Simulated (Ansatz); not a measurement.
# ClGeHO: the cost of one run

Program: Ansatz 0.2.0. Level of theory: RKS r2SCAN-D4/def2-SVP. These are calculated values, not measurements.

## (1) The structure to begin with

Bond lengths: O1–Ge2 1.747 Å, Ge2–Cl3 2.138 Å, O1–H4 1.051 Å. Angles: O1–Ge2–Cl3 107.5°, Ge2–O1–H4 105.6°.

Coordinates:

```xyz
4

O    -0.8652    0.3087   -0.7016
Ge   -0.4290   -0.4140    0.8274
Cl    1.5884   -1.1010    0.6618
H    -0.2386    1.1461   -0.8078
```

## (2) Relaxing end A

input.yaml reads:

```yaml
crystal:
  periodic: [false, false, false]
  atoms:
    - { symbol: O, position_ang: [-0.8652, 0.3087, -0.7016] }
    - { symbol: Ge, position_ang: [-0.429, -0.414, 0.8274] }
    - { symbol: Cl, position_ang: [1.5884, -1.101, 0.6618] }
    - { symbol: H, position_ang: [-0.2386, 1.1461, -0.8078] }
basis:
  gaussian: { orbitals: def2-SVP }
hamiltonian:
  xc: r2scan
  dispersion: d4
relax:
  f_tol: 0.015
  max_steps: 40
```

The run is started by

```
$ ansatz run input.yaml --threads 1 --pin off --max-ram 2048MiB --backend cpu --events-out ev --progress --plain --runs-dir out
```

What time and memory should one allow on 1 thread of Intel Xeon Platinum 8488C (Sapphire Rapids), shared host?

About 17 s, with a peak of 0.15 GiB.
